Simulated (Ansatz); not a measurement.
# KRb4Pt2C4: the cost of one run

Program: Ansatz 0.2.0. Level of theory: DFT PBE, plane waves, PAW, scalar-relativistic, no spin polarisation. These are calculated values, not measurements.

## Step 1: The system as given

The cell holds 11 atoms (C4KPt2Rb4): a = 5.406 Å, b = 5.406 Å, c = 21.941 Å, α = 90.00°, β = 90.00°, γ = 120.00°.

Structure file:

```xyz
11
Lattice="5.4059 0.0000 0.0000 -2.7029 4.6816 0.0000 0.0000 0.0000 21.9407" Properties=species:S:1:pos:R:3 pbc="T T T"
Rb    0.0000    3.1211    2.4609
Rb    2.7029    1.5605    4.7399
Pt    0.0000    0.0000    1.0000
C     0.0000    0.0000    4.2352
C     0.0000    0.0000    2.9656
Rb    0.0000    3.1211    7.6617
Rb    2.7029    1.5605    9.9407
Pt    0.0000    0.0000    6.2008
C     0.0000    0.0000    9.4360
C     0.0000    0.0000    8.1664
K     2.7456    3.0685   14.0107
```

## Step 2: Preparing the start

input.yaml reads:

```yaml
accuracy: low
crystal:
  lattice:
    - [5.405894, 0.0, 0.0]
    - [-2.702947, 4.681641, 0.0]
    - [0.0, 0.0, 21.940701]
  atoms:
    - { symbol: Rb, position: [0.3333333, 0.6666667, 0.1121615] }
    - { symbol: Rb, position: [0.6666667, 0.3333333, 0.2160323] }
    - { symbol: Pt, position: [0.0, 0.0, 0.0455774] }
    - { symbol: C, position: [0.0, 0.0, 0.1930287] }
    - { symbol: C, position: [0.0, 0.0, 0.135165] }
    - { symbol: Rb, position: [0.3333333, 0.6666667, 0.3492004] }
    - { symbol: Rb, position: [0.6666667, 0.3333333, 0.4530712] }
    - { symbol: Pt, position: [0.0, 0.0, 0.2826164] }
    - { symbol: C, position: [0.0, 0.0, 0.4300677] }
    - { symbol: C, position: [0.0, 0.0, 0.372204] }
    - { symbol: K, position: [0.8356087, 0.655422, 0.6385713] }
basis:
  ecutwfc: 420.0
kpoints:
  mp_grid: { grid: [2, 2, 1] }
hamiltonian:
  xc: pbe
scf:
  occupations: { method: fermi_dirac, width: 0.1 }
  lower_state_search: "off"
relax:
  f_tol: 0.08
  max_steps: 25
  adjacent_minimum: "off"
  constraints: [{ sites: [0, 2] }]
```

Started as:

```
$ ansatz run input.yaml --threads 1 --pin off --max-ram 3072MiB --backend cpu --events-out ev --progress --plain --runs-dir out
```

**Question.** How long does this run take on 1 thread of Intel Xeon Platinum 8488C (Sapphire Rapids), shared host, and how much memory does it need?

About 94 s, with a peak of 0.82 GiB.
